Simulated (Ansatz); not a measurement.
# C6H12 (methylcyclopentane) at r2SCAN/6-31G(d) (spherical functions)

Aim: the electronic atomisation energy of C6H12 (methylcyclopentane) at r2SCAN/6-31G* (spherical functions), from 3 runs. 

The results are computed with Ansatz 0.2.0.

19 further runs of the same task are left out: 1 that didn't finish, 18 set aside as unsound or not needed.

## Step 1: The system as given

The species is C6H12 (18 atoms), meant as a singlet with charge 0. SMILES: `CC1CCCC1`. The coordinates come from a PBE0-D4/def2-TZVP relaxation. This is one conformer, not always the lowest.

Some bond lengths: C1–C2 1.514 Å, C2–C3 1.526 Å, C3–C4 1.532 Å, C4–C5 1.547 Å, C2–C6 1.526 Å, C5–C6 1.532 Å, C1–H7 1.095 Å, C1–H8 1.093 Å, C1–H9 1.093 Å, C2–H10 1.099 Å, C3–H11 1.097 Å, C3–H12 1.093 Å, C4–H13 1.093 Å, C4–H14 1.092 Å, C5–H15 1.093 Å, C5–H16 1.092 Å. Some angles: C1–C2–C3 114.7°, C1–C2–C6 114.6°, C3–C2–C6 101.9°, C2–C3–C4 104.7°, C3–C4–C5 105.6°, C4–C5–C6 105.6°, C2–C6–C5 104.8°, C1–C2–H10 109.0°, C3–C2–H10 108.1°, C6–C2–H10 108.1°.

## Step 2: The energy at r2SCAN/6-31G(d) (spherical functions)

molecule.yaml

```yaml
crystal:
  periodic: [false, false, false]
  atoms:
    - {symbol: C, position_ang: [1.205820, -1.782710, 0.205580]}
    - {symbol: C, position_ang: [0.653600, -0.373720, 0.264760]}
    - {symbol: C, position_ang: [0.403000, 0.269490, -1.096340]}
    - {symbol: C, position_ang: [-0.490040, 1.477080, -0.795690]}
    - {symbol: C, position_ang: [-1.228180, 1.130880, 0.519190]}
    - {symbol: C, position_ang: [-0.716550, -0.254930, 0.926780]}
    - {symbol: H, position_ang: [0.522920, -2.439790, -0.342380]}
    - {symbol: H, position_ang: [2.174220, -1.813190, -0.300730]}
    - {symbol: H, position_ang: [1.340610, -2.203190, 1.205640]}
    - {symbol: H, position_ang: [1.357520, 0.263110, 0.818890]}
    - {symbol: H, position_ang: [-0.129480, -0.450460, -1.729510]}
    - {symbol: H, position_ang: [1.323880, 0.537670, -1.620070]}
    - {symbol: H, position_ang: [0.118950, 2.374720, -0.662600]}
    - {symbol: H, position_ang: [-1.179770, 1.688420, -1.615150]}
    - {symbol: H, position_ang: [-0.991360, 1.866510, 1.291780]}
    - {symbol: H, position_ang: [-2.313350, 1.144350, 0.400200]}
    - {symbol: H, position_ang: [-0.682870, -0.397360, 2.009730]}
    - {symbol: H, position_ang: [-1.368930, -1.036890, 0.519920]}
basis:
  gaussian: {orbitals: 6-31G_st_-spherical.json}
hamiltonian: {xc: {name: r2SCAN}}
accuracy: high
output: {orbitals: {seedname: orbitals}}
```

The basis set 6-31G* is read from a file made from the Basis Set Exchange's data (not shown).

Started as:

```sh
$ ansatz run molecule.yaml --threads 1 --pin off --max-ram 3480MiB --events-out events.jsonl --progress --plain --runs-dir runs
```

The program printed:

```text
Warning: RAYON_NUM_THREADS=1 ignored (pool sized by the plan → 1); use --threads N
Functional definition: r2SCAN
  name "r2SCAN"
  parameter k0 = 0.174
  parameter k1 = 0.065
  parameter a1 = 4.9479
  exchange = r2scan_x(k0 = k0, k1 = k1, a1 = a1)
  correlation = r2scan_c
2864 factors; integrals over basis functions are off by at most 3.1e-9 eV
mean field evaluation 1: about -6403.0789 eV, gradient 6.5e1 eV
mean field evaluation 2: about -6394.3843 eV, gradient 8.8e1 eV
mean field evaluation 4: about -6413.8800 eV, gradient 2.9e0 eV
mean field evaluation 8: about -6413.8903 eV, gradient 6.5e-2 eV
mean field evaluation 16: about -6413.8903 eV, gradient 9.5e-6 eV
mean field -6413.89034770 eV, -235.7061227870 hartree, gradient 2.4e-8 eV, S^2 0.000000; 0 other end points of the search recorded, 0 dependent functions left out
reference -6413.89034834 eV, -235.7061228105 hartree; 24, 24 occupied and 84, 84 virtual orbitals, 2864 factors
Total energy: -6413.89034834 eV, -235.7061228105 hartree
```

It took 26 s on 1 thread of Arm Neoverse V1, shared host; peak memory 0.46 GiB.

## Step 3: The C atom

input.yaml

```yaml
basis:
  gaussian:
    orbitals: 6-31G_st_-spherical.json
crystal:
  periodic: [false, false, false]
  atoms:
    - symbol: C
      position_ang: [0.000000, 0.000000, 0.000000]
magnetization:
  spin_polarized: true
  initial_magnetization: 2
hamiltonian:
  xc: {name: r2SCAN}
accuracy: high
```

The basis set 6-31G* is read from a file made from the Basis Set Exchange's data (not shown).

Run the same way, it converges to -37.81920 Eh (log not shown).

## Step 4: The H atom at the same level

run.yaml

```yaml
crystal:
  periodic: [false, false, false]
  atoms:
    - {symbol: H, position_ang: [0.000000, 0.000000, 0.000000]}
basis:
  gaussian:
    orbitals: "6-31G*"
magnetization:
  spin_polarized: true
  initial_magnetization: 1
hamiltonian:
  xc: r2scan
accuracy: high
```

Run the same way, it converges to -0.49823 Eh (log not shown).

## Step 5: Summary of results

Level: r2SCAN/6-31G* (spherical functions).

```
                     quantity          value
       molecule: total energy  -235.70612 Eh
        molecule: HOMO energy       -7.44 eV
        molecule: LUMO energy        2.13 eV
      molecule: HOMO–LUMO gap        9.57 eV
         C atom: total energy   -37.81920 Eh
                 C atom: ⟨S²⟩          2.004
         H atom: total energy    -0.49823 Eh
                 H atom: ⟨S²⟩          0.750
electronic atomisation energy      76.524 eV
```

Taking the molecule apart into free atoms costs 76.52 eV (1765 kcal/mol), before zero-point energy and without spin-orbit coupling.
